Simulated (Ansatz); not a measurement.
**C₂H₂Cl₃F₃HfO: how energies converge with the basis set**

The task here is to estimate one member of a computed series from the others.

The runs use Ansatz 0.2.0, Gaussian basis; one geometry, several basis sets.

The runs, in order: PBE0-D4/def2-SVP; ωB97M-V/def2-SVP; PBE0-D4/def2-QZVPP; ωB97M-V/def2-QZVPP; the functionals' def2-TZVPP values are taken from earlier runs.

### The relaxed structure

All runs share one geometry, relaxed beforehand with PBE0-D4 in a triple-zeta def2 set. Hf takes the def2 core potential; no spin-orbit term is included.

SMILES `FC(F)(F)C[O][Hf]([Cl])([Cl])[Cl]`, 12 atoms, charge 0, spin multiplicity 1.

Atoms are counted from 1 here; the program's logs count them from 0.

Bond lengths: F1–C2 1.335 Å, C2–F3 1.336 Å, C2–F4 1.335 Å, C2–C5 1.517 Å, C5–O6 1.380 Å, C5–H11 1.094 Å, C5–H12 1.094 Å, O6–Hf7 1.890 Å, Hf7–Cl8 2.335 Å, Hf7–Cl9 2.330 Å, Hf7–Cl10 2.335 Å. Angles: F1–C2–F3 108.1°, F1–C2–F4 107.6°, F1–C2–C5 111.6°, F3–C2–F4 108.1°, F3–C2–C5 109.6°, F4–C2–C5 111.6°, C2–C5–O6 110.6°, C2–C5–H11 107.8°, C2–C5–H12 107.8°, O6–C5–H11 110.8°, O6–C5–H12 110.8°, H11–C5–H12 109.0°, C5–O6–Hf7 173.5°, O6–Hf7–Cl8 108.2°, O6–Hf7–Cl9 109.3°, O6–Hf7–Cl10 108.2°, Cl8–Hf7–Cl9 110.4°, Cl8–Hf7–Cl10 110.2° and more.

The first run:

Input file in.yaml:

```yaml
crystal:
  periodic: [false, false, false]
  atoms:
    - {symbol: F, position_ang: [-1.898184, 0.971788, 0.602143]}
    - {symbol: C, position_ang: [-0.952753, 0.570253, 1.454264]}
    - {symbol: F, position_ang: [-1.524120, 0.371401, 2.645403]}
    - {symbol: F, position_ang: [-0.071645, 1.565034, 1.577326]}
    - {symbol: C, position_ang: [-0.287693, -0.710816, 0.987771]}
    - {symbol: O, position_ang: [0.309235, -0.528624, -0.242792]}
    - {symbol: Hf, position_ang: [1.053636, -0.077558, -1.920348]}
    - {symbol: Cl, position_ang: [3.359984, -0.428292, -1.813873]}
    - {symbol: Cl, position_ang: [0.593676, 2.157388, -2.392685]}
    - {symbol: Cl, position_ang: [0.099173, -1.463893, -3.539133]}
    - {symbol: H, position_ang: [0.453281, -0.995469, 1.740751]}
    - {symbol: H, position_ang: [-1.057589, -1.486412, 0.935174]}
basis:
  gaussian: {orbitals: def2-SVP}
hamiltonian: {xc: pbe0, dispersion: d4}
output: {orbitals: {seedname: orbitals}}
```

Launch:

```console
$ ansatz run in.yaml --threads 4 --pin off --events-out ev --progress --plain --max-ram 66560MiB --backend cpu
```

Among the steps run: PBE0-D4 in def2-SVP; ωB97M-V in def2-SVP; PBE0-D4 in def2-QZVPP; ωB97M-V in def2-QZVPP.

One table of the session follows, with a row left open; its other results are not shown here.

It belongs to the step «Density functionals: the series». 

```
functional       basis  HOMO (eV)
   PBE0-D4    def2-SVP      -9.42
   PBE0-D4  def2-TZVPP          ?
   PBE0-D4  def2-QZVPP      -9.45
   ωB97M-V    def2-SVP     -11.59
   ωB97M-V  def2-TZVPP     -11.64
   ωB97M-V  def2-QZVPP     -11.68
```

Q: Estimate the row for PBE0-D4, def2-TZVPP from the others.

**Answer.** HOMO (eV): -9.43. In the column «HOMO (eV)» it lies between PBE0-D4, def2-QZVPP (-9.45) and PBE0-D4, def2-SVP (-9.42).
